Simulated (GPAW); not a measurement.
# TaTi3 (I4/mmm) in GPAW: reference runs

How does TaTi3 come out in PBEsol? The cell is run as given.

All numbers are computed with GPAW 26.7.0; they aren't measurements. Logs are shortened: lines on timing, memory, paths and dates and some standing lists are left out, and cuts for length are marked. The log counts tension as positive stress, the text compression.

## Step 1: The structure

Symmetry: I4/mmm, No. 139, tetragonal system. Conventional cell: a = 3.996 Å, b = 3.996 Å, c = 8.796 Å, α = 90.00°, β = 90.00°, γ = 90.00°. Around Ta (site symmetry 4/mmm) lie 12 Ti at 2.83 to 2.97 Å. Ti (site symmetry 4/mmm) has 4 Ta at 2.83 Å and 8 Ti at 2.97 Å as nearest neighbours. Around Ti (site symmetry -4m2) lie 8 Ti at 2.83 to 2.97 Å and 4 Ta at 2.97 Å.

The cell comes from a database or a generator and needn't be the stable form of this composition.

## Step 2: Single point, PBEsol

run.py

```python
from ase import Atoms
from ase.dft.bandgap import bandgap
from ase.io import write
from ase.units import GPa
from gpaw import GPAW, PW, setup_paths

setup_paths.insert(0, '.')

atoms = Atoms(['Ta', 'Ti', 'Ti', 'Ti'],
              cell=[[-1.997865, 1.997865, 4.397963],
                    [1.997865, -1.997865, 4.397963],
                    [1.997865, 1.997865, -4.397963]],
              scaled_positions=[[0.0, 0.0, 0.0],
                                [0.5, 0.5, 0.0],
                                [0.25, 0.75, 0.5],
                                [0.75, 0.25, 0.5]],
              pbc=True)

calc = GPAW(mode=PW(600),
            xc='PBEsol',
            kpts={'size': (9, 9, 9), 'gamma': True},
            occupations={'name': 'fermi-dirac', 'width': 0.05},
            nbands=45,
            convergence={'density': 1e-05, 'energy': 1e-05},
            maxiter=150,
            txt='gpaw.txt')
atoms.calc = calc
energy = atoms.get_potential_energy()
forces = atoms.get_forces()
stress = atoms.get_stress()
calc.write('gs.gpw')
write('result.traj', atoms)
print(f'Energy: {energy:.6f} eV')
print('Forces (eV/A):')
print(forces.round(4))
print('Stress (GPa):', (stress / GPa).round(3))
print('Fermi level:', round(calc.get_fermi_level(), 4), 'eV')
print(f'Gap: {bandgap(calc)[0]:.4f} eV, direct: {bandgap(calc, direct=True)[0]:.4f} eV')
```

Potentials or basis: PAW data sets generated in the run's folder for this functional, pw.

On the command line:

```console
$ gpaw-setup -f PBEsol Ta Ti
$ OMP_NUM_THREADS=1 python run.py
```

gpaw.txt:

```text
__  _  _
 | _ |_)|_||  |
 |__||  | ||/\| - 26.7.0

Input parameters:
  mode=PW(ecut=600.0),
  convergence={'density': 1e-05, 'energy': 1e-05},
  kpts=MonkhorstPack(size=(9, 9, 9), gamma=True),
  maxiter=150,
  nbands=45,
  occupations=Occupations(name='fermi-dirac', width=0.05),
  xc=XC(name='PBEsol')

Diagonalizing LCAO Hamiltonian
Converting LCAO to pw mode

       Ti
         Ti

            Ti

       Ta

Atoms  # Å, Bohr magnetons
|   | symbol |        x |        y |        z |    initial magnetic moments |
|---|--------|----------|----------|----------|-----------------------------|
| 0 |     Ta | 0.000000 | 0.000000 | 0.000000 | ( 0.0000,  0.0000,  0.0000) |
| 1 |     Ti | 0.000000 | 0.000000 | 4.397963 | ( 0.0000,  0.0000,  0.0000) |
| 2 |     Ti | 1.997865 | 0.000000 | 2.198981 | ( 0.0000,  0.0000,  0.0000) |
| 3 |     Ti | 0.000000 | 1.997865 | 2.198981 | ( 0.0000,  0.0000,  0.0000) |

Unit cell  # Å
| periodic |         x |         y |         z |  lengths |     angles |
|----------|-----------|-----------|-----------|----------|------------|
|      yes | -1.997865 |  1.997865 |  4.397963 | 5.227333 | 135.060467 |
|      yes |  1.997865 | -1.997865 |  4.397963 | 5.227333 | 135.060467 |
|      yes |  1.997865 |  1.997865 | -4.397963 | 5.227333 |  65.436262 |

Number of symmetries: 16
Symmetry operations  # r_c * U_cc + t_c -> r_c
|    | kind |            matrix            |
|----|------|------------------------------|
|  0 |  σ   |  1, 1, 1,  0, 0,-1,  0,-1, 0 |
|  1 |  C4  |  1, 1, 1,  0, 0,-1, -1, 0, 0 |
|  2 |  E   |  1, 0, 0,  0, 1, 0,  0, 0, 1 |
|  3 |  σ   |  1, 0, 0,  0, 1, 0, -1,-1,-1 |
|  4 |  σ   |  0, 1, 0,  1, 0, 0,  0, 0, 1 |
|  5 |  C2  |  0, 1, 0,  1, 0, 0, -1,-1,-1 |
|  6 |  C2  |  0, 0, 1, -1,-1,-1,  1, 0, 0 |
|  7 |  S4  |  0, 0, 1, -1,-1,-1,  0, 1, 0 |
|  8 |  C4  |  0, 0,-1,  1, 1, 1,  0,-1, 0 |
|  9 |  σ   |  0, 0,-1,  1, 1, 1, -1, 0, 0 |
| 10 |  σ   |  0,-1, 0, -1, 0, 0,  1, 1, 1 |
| 11 |  C2  |  0,-1, 0, -1, 0, 0,  0, 0,-1 |
| 12 |  C2  | -1, 0, 0,  0,-1, 0,  1, 1, 1 |
| 13 |  i   | -1, 0, 0,  0,-1, 0,  0, 0,-1 |
| 14 |  S4  | -1,-1,-1,  0, 0, 1,  1, 0, 0 |
| 15 |  C2  | -1,-1,-1,  0, 0, 1,  0, 1, 0 |

BZ-sampling:
  Number of BZ points: 729
  Number of IBZ points: 75

  Monkhorst-Pack size: [9, 9, 9]
  Monkhorst-Pack shift: [0, 0, 0]

K-points  # in reciprocal-cell coordinates
|     |                                coordinates |     weight |
|-----|--------------------------------------------|------------|
|   0 | (  0.00000000,   0.00000000,   0.00000000) | 0.00137174 |
|   1 | (  0.11111111,  -0.11111111,   0.00000000) | 0.00548697 |
|   2 | (  0.11111111,  -0.11111111,   0.11111111) | 0.00548697 |
|   3 | (  0.11111111,   0.00000000,   0.00000000) | 0.01097394 |
|   4 | (  0.11111111,   0.11111111,  -0.11111111) | 0.00274348 |
|   5 | (  0.22222222,  -0.22222222,   0.00000000) | 0.00548697 |
|   6 | (  0.22222222,  -0.22222222,   0.11111111) | 0.01097394 |
|   7 | (  0.22222222,  -0.22222222,   0.22222222) | 0.00548697 |
|   8 | (  0.22222222,  -0.11111111,   0.00000000) | 0.02194787 |
|   9 | (  0.22222222,  -0.11111111,   0.11111111) | 0.01097394 |
| ... |                                            |            |
|  74 | (  0.44444444,   0.44444444,   0.44444444) | 0.01097394 |

Plane wave coefficients: 2360
Cutoff: 600.0 eV

Spin-components: 1 (collinear spins)
Bands:           45
Projectors:      24
Spin-degeneracy: 2
Datatype:        complex128

Parallelization:
  kpt:    1
  domain: 1
  band:   1

Density:
  Valence electrons: 49.0
  Components: 1
  Grid points: [30 30 30]
  Charge: 0.0  # |e|

Potential:
  Grid points: [30 30 30]

species:
  Ta:
    name:    Tantalum
    Z:       73.0
    valence: 13
    core:    60
    charge:  0.0  # [|e|]
    compensation charges:
      type: gauss
      rc: 0.42  # [Å]
      lmax: 2
    cutoffs:
      filter: 2.36  # [Å]
      core: 3.45  # [Å]
    projectors
    | kind |    occ | energy [eV] | rcut [Å] |
    |------|--------|-------------|----------|
    |   5s |  2.000 |     -72.818 |    1.365 |
    |   6s |  2.000 |      -5.457 |    1.365 |
    |   5p |  6.000 |     -39.444 |    1.349 |
    |   6p |  0.000 |      -1.369 |    1.349 |
    |   5d |  3.000 |      -3.632 |    1.307 |
    |    d |        |      23.579 |    1.307 |

    Using partial waves for Ta as LCAO basis

  Ti:
    name:    Titanium
    Z:       22.0
    valence: 12
    core:    10
    charge:  0.0  # [|e|]
    compensation charges:
      type: gauss
      rc: 0.38  # [Å]
      lmax: 2
    cutoffs:
      filter: 2.23  # [Å]
      core: 1.02  # [Å]
    projectors
    | kind |    occ | energy [eV] | rcut [Å] |
    |------|--------|-------------|----------|
    |   3s |  2.000 |     -62.441 |    1.270 |
    |   4s |  2.000 |      -4.477 |    1.270 |
    |   3p |  6.000 |     -38.776 |    1.058 |
    |   4p |  0.000 |      -1.449 |    1.058 |
    |   3d |  2.000 |      -4.275 |    1.058 |
    |    d |        |      22.937 |    1.058 |

    Using partial waves for Ti as LCAO basis

Reference energy: -493639.383252  # eV

eigensolver:
  PPCG
  Converge bands: occupied
  niter=2

density mixing:
  MSR1-Mixer
  Pratt-step length: 0.05
  Maximum mixing coefficient: 0.75
  Old densities: 10
  SVD Regularization: 0.005
  Good broyden scale: 1.0
  Trust region scale: 1.0
  Backstep threshold: 4.0
  History deletion threshold: 6.0
  Fourier metric: weight=20.0, sigma=0.015

occupation numbers:
  Fermi-Dirac:
    width: 0.0500  # eV

poisson solver:
  ecut: 4800.0  # eV

xc functional:
  name: PBEsol with 2 nearest neighbor stencil

convergence criteria:
- Maximum integral of absolute [dens]ity change: 1e-05 electrons / valence electron
- Maximum [total energy] change in last 3 cyles: 1e-05 eV / valence electron
- Maximum integral of absolute [eigenst]ate change: 4e-08 eV^2 / valence electron
maximum number of iterations: 150

SCF iterations
|iter     | |      energy | eigst |  dens |
|---------|-|-------------|-------|-------|
|iter:   1| |  -32.593482 | -0.03 |       |
|iter:   2| |  -32.423846 | -2.25 | -1.25 |
|iter:   3| |  -31.854121 | -0.87 | -1.27 |
|iter:   4| |  -32.125307 | -1.82 | -1.64 |
|iter:   5| |  -31.692047 | -2.18 | -1.43 |
|iter:   6| |  -31.687928 | -3.53 | -1.99 |
|iter:   7| |  -31.700708 | -3.20 | -2.17 |
|iter:   8| |  -31.695470 | -3.76 | -2.35 |
|iter:   9| |  -31.695547 | -5.10 | -3.37 |
|iter:  10| |  -31.695555c| -6.52 | -4.02 |
|iter:  11| |  -31.695554c| -7.73c| -4.59 |
|iter:  12| |  -31.695554c| -8.08c| -5.16c|

Converged in 12 steps
Energy contributions relative to reference atoms: (reference = -493639.383252)

Energy contributions:
  Kinetic:          16.521959
  Coulomb:         -17.364380
  Zero:             -0.198994
  External:          0.000000
  Xc:              -30.625483
  Entropy:          -0.057313
  Spinorbit:         0.000000
  ----------------------------
  Free energy:     -31.724211
  Extrapolated:    -31.695554

dipole moment: (-13.569002, -13.569002, -1.784051)  # |e|*Ang

Fermi level: 9.189
Eigenvalues  # (at kpt = [0.000, 0.000, 0.000])
| band index |      eig [eV] | occ [0-2] |
|------------|---------------|-----------|
|          0 |       -58.016 |     2.000 |
|        ... |               |           |
|         17 |         6.084 |     2.000 |
|         18 |         6.734 |     2.000 |
|         19 |         7.179 |     2.000 |
|         20 |         7.455 |     2.000 |
|         21 |         8.527 |     2.000 |
|         22 |         8.527 |     2.000 |
|         23 |         8.932 |     1.988 |
|         24 |         8.932 |     1.988 |
|         25 |         9.456 |     0.010 |
|         26 |        10.352 |     0.000 |
|         27 |        10.352 |     0.000 |
|         28 |        11.010 |     0.000 |
|         29 |        11.081 |     0.000 |
|         30 |        11.154 |     0.000 |
|         31 |        11.522 |     0.000 |
|         32 |        12.239 |     0.000 |
|        ... |               |           |
|         44 |        20.108 |     0.000 |

No gap
No difference between direct/indirect transitions

Forces  # eV/Ang
|        x |        y |        z |
|----------|----------|----------|
|  0.00000 |  0.00000 |  0.00000 |  # Ta   0
|  0.00000 |  0.00000 |  0.00000 |  # Ti   1
| -0.00000 | -0.00000 |  0.00000 |  # Ti   2
|  0.00000 | -0.00000 | -0.00000 |  # Ti   3

Stress tensor  # eV/Ang^3
|        x |        y |        z |
|----------|----------|----------|
| 0.029400 | 0.000000 | 0.000000 |
| 0.000000 | 0.029400 | 0.000000 |
| 0.000000 | 0.000000 | 0.033932 |

# Writing to gs.gpw (mode='')
```

Wall time 4.4 min (1 thread of Arm Neoverse V2, shared host); peak memory 0.35 GiB.

What came out:

- Free energy: -31.7242 eV
- Pressure: -5.0 GPa
- Band gap on the k mesh: none (metal or under the smearing width)

Stress tensor (GPa, compression positive):
```
-4.71  0.00  0.00
 0.00 -4.71  0.00
 0.00  0.00 -5.44
```

Levels at points of the mesh, in eV from the Fermi level:
| k point | band 21 | band 22 | band 23 | band 24 | band 25 | band 26 | band 27 | band 28 |
| --- | --- | --- | --- | --- | --- | --- | --- | --- |
| (0.00, 0.00, 0.00) | -1.73 | -0.66 | -0.66 | -0.26 | -0.26 | 0.27 | 1.16 | 1.16 |
